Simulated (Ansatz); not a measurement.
# Cl2FISi: a ladder of functionals and wavefunction methods

An exercise on one series of results from a longer session: the logs are not shown, and one member is left open.

Computed with Ansatz 0.2.0, Gaussian basis. Level: functionals in def2-TZVPP, the program's frozen cores in correlated methods.

Plan: LDA (SPW92), PBE-D4, revPBE-D4, BLYP-D4, r2SCAN-D4, B97M-V, PBE0-D4, B3LYP-D4, r2SCANh-D4, r2SCAN0-D4, HSE06-D4, BHLYP-D4, CAM-B3LYP-D4, LC-ωPBE, ωB97X-V, ωB97M-V, B2PLYP, PBE-QIDH; CCSD(T)/def2-SVP; CCSD(T)/def2-TZVPP; MP2/def2-QZVPP; extrapolation to the limit; RPA on PBE.

### The relaxed structure

All runs share one geometry, relaxed beforehand with PBE0-D4 in a triple-zeta def2 set. I takes the def2 core potential; no spin-orbit term is included.

5 atoms, charge 0, spin multiplicity 1.

Atoms are counted from 1 here; the program's logs count them from 0.

Bond lengths: F1–Si2 1.579 Å, Si2–Cl3 2.020 Å, Si2–Cl4 2.020 Å, Si2–I5 2.401 Å. Angles: F1–Si2–Cl3 107.9°, F1–Si2–Cl4 107.9°, F1–Si2–I5 108.6°, Cl3–Si2–Cl4 109.9°, Cl3–Si2–I5 111.2°, Cl4–Si2–I5 111.2°.

Set-up of the first run:

in.yaml reads:

```yaml
crystal:
  periodic: [false, false, false]
  atoms:
    - {symbol: F, position_ang: [0.806183, -0.496719, 1.372799]}
    - {symbol: Si, position_ang: [0.023620, -0.092308, 0.062773]}
    - {symbol: Cl, position_ang: [-1.953203, -0.173406, 0.471703]}
    - {symbol: Cl, position_ang: [0.483991, -1.435968, -1.373983]}
    - {symbol: I, position_ang: [0.689309, 2.124700, -0.574792]}
basis:
  gaussian: {orbitals: def2-TZVPP}
hamiltonian: {xc: lda}
output: {orbitals: {seedname: orbitals}}
```

Among the steps run: LDA; PBE-D4 (GGA); revPBE-D4 (GGA); BLYP-D4 (GGA); r2SCAN-D4 (meta-GGA); B97M-V (meta-GGA); PBE0-D4 (hybrid); B3LYP-D4 (hybrid); r2SCANh-D4 (hybrid); r2SCAN0-D4 (hybrid); HSE06-D4 (hybrid); BHLYP-D4 (hybrid); CAM-B3LYP-D4 (range-separated); LC-ωPBE-D4 (range-separated; the results give it without D4); ωB97X-V (range-separated); ωB97M-V (range-separated); B2PLYP (double hybrid); PBE-QIDH (double hybrid).

One of the session's tables, all rows but one given; the rest of the session is left out.

It belongs to the step «Orbital energies across the functionals». 

```
  functional  HOMO (eV)  gap (eV)
 LDA (SPW92)      -7.31      4.93
      PBE-D4      -7.13      5.02
   revPBE-D4      -7.08      5.06
     BLYP-D4      -6.94      4.92
   r2SCAN-D4      -7.46      5.64
      B97M-V      -7.45      5.72
     PBE0-D4      -8.32      7.09
    B3LYP-D4      -8.05      6.57
  r2SCANh-D4          ?         ?
  r2SCAN0-D4      -8.53      7.47
    HSE06-D4      -7.93      6.32
    BHLYP-D4      -9.32      9.06
CAM-B3LYP-D4      -9.57      9.39
     LC-ωPBE     -10.95     11.96
     ωB97X-V     -10.59     11.51
     ωB97M-V     -10.45     11.17
```

Estimate the missing values for r2SCANh-D4.

Worked estimate for «HOMO (eV)». Against the share of exact exchange, r2SCAN-D4 (0, -7.46), r2SCAN0-D4 (0.25, -8.53) give a slope of -4.28 per unit share; at 0.1 the line stands at -7.89.

The run gave: HOMO (eV): -7.89; gap (eV): 6.37. In «HOMO (eV)» the line misses by 0.00.
